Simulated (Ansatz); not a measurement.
# B3As4: the cost of one run

Program: Ansatz 0.2.0. Level of theory: DFT PBE, scalar-relativistic, plane waves, PAW, unless a step names another level. These are calculated values, not measurements.

### 1 The starting structure

The structure is cubic, space group P-43m (No. 215). Conventional cell: a = 4.769 Å, b = 4.769 Å, c = 4.769 Å, α = 90.00°, β = 90.00°, γ = 90.00°. B (site symmetry -42m) has 4 As at 2.07 Å in its first shell of neighbours. Around As (site symmetry 3m) lie 3 B at 2.07 Å.

Coordinates:

```
B As
1.0
     4.76896    0.00000    0.00000
     0.00000    4.76896    0.00000
     0.00000    0.00000    4.76896
B As
3 4
Direct
  0.50000 0.00000 0.50000
  0.00000 0.50000 0.50000
  0.50000 0.50000 0.00000
  0.75243 0.75243 0.24757
  0.24757 0.24757 0.24757
  0.75243 0.24757 0.75243
  0.24757 0.75243 0.75243
```

It came out lowest among 26 distinct ends of the trial cells. At a tolerance of 0.05 Å it has space group P-43m (No. 215).

### 2 Relaxing to 0.001 eV/Å, on the response runs' mesh and smearing

input.yaml

```yaml
crystal:
  lattice:
    - [4.7689594832, 0.0, 0.0]
    - [0.0, 4.7689594832, 0.0]
    - [0.0, 0.0, 4.7689594832]
  atoms:
    - { symbol: B, position: [0.5, 0.0, 0.5] }
    - { symbol: B, position: [0.0, 0.5, 0.5] }
    - { symbol: B, position: [0.5, 0.5, 0.0] }
    - { symbol: As, position: [0.7524300653, 0.7524300653, 0.2475699347] }
    - { symbol: As, position: [0.2475699347, 0.2475699347, 0.2475699347] }
    - { symbol: As, position: [0.7524300653, 0.2475699347, 0.7524300653] }
    - { symbol: As, position: [0.2475699347, 0.7524300653, 0.7524300653] }
basis:
  ecutwfc: 420
kpoints:
  mp_grid: { grid: [6, 6, 6] }
hamiltonian:
  xc: pbe
scf:
  occupations: { method: gaussian, width: 0.1 }
output:
  forces: true
  stress: true
  eigenvalues: true
relax:
  adjacent_minimum: "off"
  f_tol: 0.001
  max_steps: 60
  cell: { stress_tol: 0.01 }
```

Run with:

```bash
> ansatz run input.yaml --threads 3 --pin off --max-ram 7680MiB --backend cpu --events-out ev --progress --plain --runs-dir out
```

What time and memory should one allow on 3 threads of Arm Neoverse V1, shared host?

About 8.5 s, with a peak of 0.4 GiB.
